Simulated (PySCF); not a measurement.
**The bond of NiP, level by level**

Aim: find the lowest electronic state of NiP, scan its bond at several levels of theory, and get bond length, wavenumber and dissociation energy from each curve.

Program: PySCF 2.14.0. Level of theory: Ni def2-TZVPP, P def2-TZVPP, no relativity. These are calculated values, not measurements.

1 further run of the same task is left out (set aside as unsound or not needed).

## Step 1: Set-up

Settings of the job:

```json
{
 "atoms": "Ni, P",
 "charge": "0",
 "basis": "Ni def2-TZVPP, P def2-TZVPP",
 "Hamiltonian": "no relativity",
 "basis functions": "106",
 "electrons treated": "43",
 "masses in u": "57.9353, 30.9738",
 "levels": "PBE0, PBE, r²SCAN, BLYP, LDA, TPSS, M06-2X, CAM-B3LYP, HF",
 "grid": "80 radial by 434 angular points",
 "occupations": "held fixed by the projection of orbital angular momentum",
 "dissociation limit": "Ni + P, each in its ground configuration",
 "starting distance in angstrom": "2.120",
 "values of 2S to try": "1, 3, 5, 7"
}
```

After this run come: The PBE0 curve of the state that the search chose; Other states along the same grid; PBE; r²SCAN; BLYP; LDA (local density); TPSS (meta-GGA); M06-2X; CAM-B3LYP; UHF.

**Question.** What will these runs give? Wanted: for each run, Re; ωe; De; μ.

As calculated:

Lowest PBE0 solution found, without spin–orbit coupling: ⁴Δ (quartet), unpaired electrons π ↑↑, δ ↑. State 2 has its PBE0 minimum 0.17 eV higher, as a spin-mixed determinant (⟨S²⟩ = 1.60), so this is no gap between pure states. State 3 has its PBE0 minimum 0.20 eV higher. State 4 has its PBE0 minimum 0.27 eV higher, as a spin-mixed determinant (⟨S²⟩ = 1.79), so this is no gap between pure states. The other levels ran on the lowest alone.

| level | Re (Å) | ωe (cm⁻¹) | De (eV) | μ (D) |
| --- | --- | --- | --- | --- |
| UHF | 2.295 | 309 | -0.79 | -5.10 |
| LDA | 2.057 | 442 | 4.51 | -2.42 |
| PBE | 2.104 | 411 | 3.58 | -2.62 |
| BLYP | 2.125 | 394 | 3.34 | -2.37 |
| TPSS | 2.099 | 413 | 3.35 | -2.93 |
| r²SCAN | 2.085 | 422 | 2.85 | -2.99 |
| PBE0 | 2.120 | 390 | 2.66 | -3.24 |
| M06-2X | 2.203 | 326 | 2.05 | -3.35 |
| CAM-B3LYP | 2.122 | 388 | 2.61 | -3.27 |

De is counted to Ni + P in their ground configurations. A positive dipole means Ni(−)P(+).

In words: Bond lengths run from 2.057 Å (LDA) to 2.295 Å (UHF). Of the levels with a De here, UHF gives the least (-0.79 eV) and LDA the most (4.51 eV).

A negative De means that the minimum lies above the separated atoms at that level. With d or f electrons several states lie close, and the lowest PBE0 determinant need not be the measured ground state. At some levels the lowest empty orbital lies below the highest filled one (the two can be of opposite spin).
